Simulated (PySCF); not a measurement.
**PtF₃⁺: relaxation and vibrations of the quintet**

The task is one start of a wider search on PtF₃⁺: the quintet, from a trigonal planar start. It is relaxed, tested by its Hessian and followed downhill if it is a saddle.

The runs use PySCF 2.14.0; PBE, basis Pt def2-SVP with ECP60, F def2-SVP, scalar-relativistic core potentials, no spin–orbit coupling, density fitting.

## (1) The system as given

4 atoms, charge 1, spin multiplicity 5.

Bond lengths: Pt1–F2 1.833 Å, Pt1–F3 1.833 Å, Pt1–F4 1.833 Å. Angles: F2–Pt1–F3 120.0°, F2–Pt1–F4 120.0°, F3–Pt1–F4 120.0°.

Z-matrix (Å, degrees; charge 1 multiplicity 5):
```
Pt
F  1 1.8326
F  1 1.8326 2 120.00
F  1 1.8326 2 120.00 3 180.00
```

## (2) Relaxation: trigonal planar start, quintet

One driver script runs all steps and calls PySCF; scf.py shows how it sets up the SCF of each step. The optimiser is the driver's own. Before each start the driver seeks the lowest SCF state from one or more starting densities and follows internal instabilities, so scf.py alone need not reach the same state.

The program finds D3h symmetry in the start, which this walk keeps. Threshold on the gradient: 0.0003 Eh/bohr, with a further test on the energy change.

scf.py reads:

```python
from pyscf import gto, scf, dft
mol = gto.M(atom='''
Pt     0.000000     0.000000    -0.000000
F      1.832613    -0.000011    -0.000000
F     -0.916297     1.587095    -0.000000
F     -0.916316    -1.587084     0.000000''',
    basis={'Pt': 'def2-SVP', 'F': 'def2-SVP'},
    ecp={'Pt': 'def2-SVP'},
    charge=1, spin=4)
mf = dft.UKS(mol, xc='PBE')
mf.grids.atom_grid = (50, 194)
aux = {'Pt': 'def2-universal-JKFIT', 'F': 'def2-universal-JKFIT'}
mf = mf.density_fit(auxbasis=aux)
mf.kernel()
```

The optimiser's trace:

```
step  energy (Eh)  change (kJ/mol)  largest symmetric gradient (Eh/bohr)
   0  -417.886039             0.00                               0.04594
   1  -417.894760           -22.90                               0.00834
   2  -417.895161           -23.95                               0.00184
   3  -417.895176           -23.99                               0.00010
   4  -417.895176           -23.99                               0.00000
```

The walk took 5.1 s on 4 threads, shared host.

Positions (Å) and forces (eV/Å) along the way, with the part that breaks the symmetry left in:

```
step 0
Pt   0.000   0.000   0.000  -0.096   0.000   0.000
F    1.833   0.000   0.000   2.372   0.000   0.000
F   -0.916   1.587   0.000  -1.138   2.065   0.000
F   -0.916  -1.587   0.000  -1.138  -2.065   0.000
step 1
Pt   0.000   0.000   0.000  -0.121   0.001   0.000
F    1.925   0.000   0.000  -0.421   0.000   0.000
F   -0.963   1.668   0.000   0.272  -0.344   0.000
F   -0.963  -1.667   0.000   0.271   0.343   0.000
step 2
Pt   0.000   0.000   0.000  -0.113   0.000   0.000
F    1.911   0.000   0.000  -0.090   0.000   0.000
F   -0.956   1.655   0.000   0.102  -0.053   0.000
F   -0.956  -1.655   0.000   0.102   0.053   0.000
step 3
Pt   0.000   0.000   0.000  -0.110   0.000   0.000
F    1.907   0.000   0.000   0.008   0.000   0.000
F   -0.954   1.652   0.000   0.051   0.034   0.000
F   -0.954  -1.652   0.000   0.051  -0.034   0.000
step 4
Pt   0.000   0.000   0.000  -0.110   0.000   0.000
F    1.907   0.000   0.000   0.003   0.000   0.000
F   -0.954   1.652   0.000   0.054   0.029   0.000
F   -0.954  -1.652   0.000   0.054  -0.029   0.000
```

After 4 steps and 24.0 kJ/mol it ends at D3h: Pt–F 1.907 Å (×3); F–Pt–F 120.0° (×3). A gradient of 0.0021 Eh/bohr that breaks the symmetry is left: this electronic state wants a lower symmetry.

## (3) Relaxing without the symmetry constraint

The geometry is nudged along the force that breaks the symmetry.

The program finds C2v symmetry in the start, which may break.

scf.py, as its differences from that of step 2:

```diff
@@ -3,4 +3,4 @@
-Pt     0.000000     0.000000    -0.000000
-F      1.832613    -0.000011    -0.000000
-F     -0.916297     1.587095    -0.000000
-F     -0.916316    -1.587084     0.000000''',
+Pt    -0.002588     0.000000     0.000000
+F      1.913637    -0.000012    -0.000000
+F     -0.943530     1.654164     0.000000
+F     -0.943550    -1.654153     0.000000''',
```

Energy and gradient, step by step:

```
step  energy (Eh)  change (kJ/mol)  largest gradient (Eh/bohr)
   0  -417.895178             0.00                     0.00281
   1  -417.895276            -0.26                     0.00359
   2  -417.895385            -0.54                     0.00982
   3  -417.895522            -0.90                     0.01011
   4  -417.895838            -1.73                     0.00594
   5  -417.896316            -2.99                     0.00384
   6  -417.896801            -4.26                     0.00962
   7  -417.897266            -5.48                     0.00434
   8  -417.897346            -5.69                     0.00061
   9  -417.897350            -5.70                     0.00006
```

The walk took 12 s.

It settles in C2v symmetry, 5.7 kJ/mol below the start, after 9 steps: Pt–F 1.868 Å (×2), Pt–F 1.970 Å; F–Pt–F 102.3° (×2), F–Pt–F 155.5°.

## (4) Is it a minimum? Harmonic modes

The point is checked on the finer grid, and tightened if its gradient asks for it. The Hessian and the dipole derivatives come from central differences of analytic gradients, with steps of 0.01 bohr.

scf.py, as its differences from that of step 3:

```diff
@@ -3,4 +3,4 @@
-Pt    -0.002588     0.000000     0.000000
-F      1.913637    -0.000012    -0.000000
-F     -0.943530     1.654164     0.000000
-F     -0.943550    -1.654153     0.000000''',
+Pt    -0.069431     0.000010     0.000000
+F      1.898583    -0.000269    -0.000000
+F     -0.503238     1.818808     0.000000
+F     -0.503754    -1.818666     0.000000''',
@@ -11 +11 @@
-mf.grids.atom_grid = (50, 194)
+mf.grids.atom_grid = (75, 302)
```

The driver hands on the density of the step before, so the log starts near convergence.

SCF at the final geometry:

```text
init E= -417.897172514885
[... the frontier-level lines of each cycle are left out ...]
cycle= 1 E= -417.897172508089  delta_E= 6.8e-09  |g|= 0.000128  |ddm|= 0.000128
cycle= 2 E= -417.897172305704  delta_E= 2.02e-07  |g|= 0.000696  |ddm|= 0.000693
cycle= 3 E= -417.897172509534  delta_E= -2.04e-07  |g|= 0.000113  |ddm|= 0.000611
cycle= 4 E= -417.897172515137  delta_E= -5.6e-09  |g|= 2.21e-06  |ddm|= 8.67e-05
cycle= 5 E= -417.897172515137  delta_E= -1.14e-13  |g|= 2.29e-06  |ddm|= 3.13e-06
Extra cycle  E= -417.897172515027  delta_E= 1.1e-10  |g|= 1.63e-05  |ddm|= 1.41e-05
converged SCF energy = -417.897172515027  <S^2> = 6.0048903  2S+1 = 5.0019557
```

The whole step took 26 s.

Geometry: C2v; Pt–F 1.870 Å (×2), Pt–F 1.968 Å; F–Pt–F 103.4° (×2), F–Pt–F 153.2°.

Modes, for the most abundant isotopes:

```
symmetry  ω (cm⁻¹)  IR (km/mol)  μ (u)
      a1       111          0.8  21.92
      b2       113          0.6  20.30
      b1       123          3.6  23.42
      a1       497          0.2  20.45
      a1       611          0.0  19.00
      b2       670         16.0  21.94
```

Every mode is real; the point is a minimum.

Constants and moments:

```yaml
Dipole_moment_about_the_centre_of_mass: 0.37 D
Highest_occupied_level: -14.87 eV
Lowest_empty_level: -15.49 eV
Rotational_constants: 0.2134, 0.1341, 0.08236 cm⁻¹
Zero-point_energy: 12.7 kJ/mol
Principal_polarisabilities: 17.3, 36.9, 46.5 bohr³
Principal_traceless_quadrupole_moments_about_the_centre_of_mass: -0.73, -0.13, 0.87 D Å
Entropy_at_298.15_K_and_1_bar_electronic_part_spin_only: 340.2 J/(mol K)
Heat_capacity_Cp_at_298.15_K: 70.8 J/(mol K)
Enthalpy_at_298.15_K_above_0_K: 16.80 kJ/mol
Rotational_symmetry_number: 2
Spin_squared_⟨S²⟩: 6.005
```

Charges (e) and bond orders:

```tsv
atom	Mulliken	Löwdin	polar tensor	spin (Mulliken)	Mayer order to Pt1
Pt1	1.19	0.74	1.24	2.17	–
F2	-0.03	0.10	-0.01	0.76	1.15
F3,4	-0.08	0.08	-0.12	0.53	1.15
```

Mulliken populations on Pt1 (outside its core potential): s 2.68, p 6.27, d 7.82, f 0.05.

## (5) Outcome

| quantity | value |
| --- | --- |
| minimum | quintet, C2v |
| geometry | Pt–F 1.870 Å (×2), Pt–F 1.968 Å; F–Pt–F 103.4° (×2), F–Pt–F 153.2° |
| wavenumbers (cm⁻¹) | 111 (a1), 113 (b2), 123 (b1), 497 (a1), 611 (a1), 670 (b2) |
| dipole moment (centre of mass) | 0.37 D |
| highest occupied, lowest empty level (either spin) | -14.87, -15.49 eV |
| polar-tensor charge of Pt1 | +1.24 e |
| zero-point energy | 12.7 kJ/mol |
| entropy at 298.15 K | 340.2 J/(mol K) |
| ⟨S²⟩ | 6.005 |

What this shows: The trigonal planar start (D3h) ends in a minimum of C2v symmetry. An empty level of one spin lies below a filled level of the other, which hints that a lower spin is more stable. In the infrared the band at 670 cm⁻¹ (b2, stretch) leads. Most of the spin sits on Pt1 (Mulliken spin 2.17, against 4 for the whole molecule). Only this shape and spin were tried, so other structures or states may lie lower. Open d and f shells are described by one determinant, and the ground state may have another occupation or spin. With an element this heavy the missing spin–orbit coupling can shift these numbers.

The search up to here took 50 s.
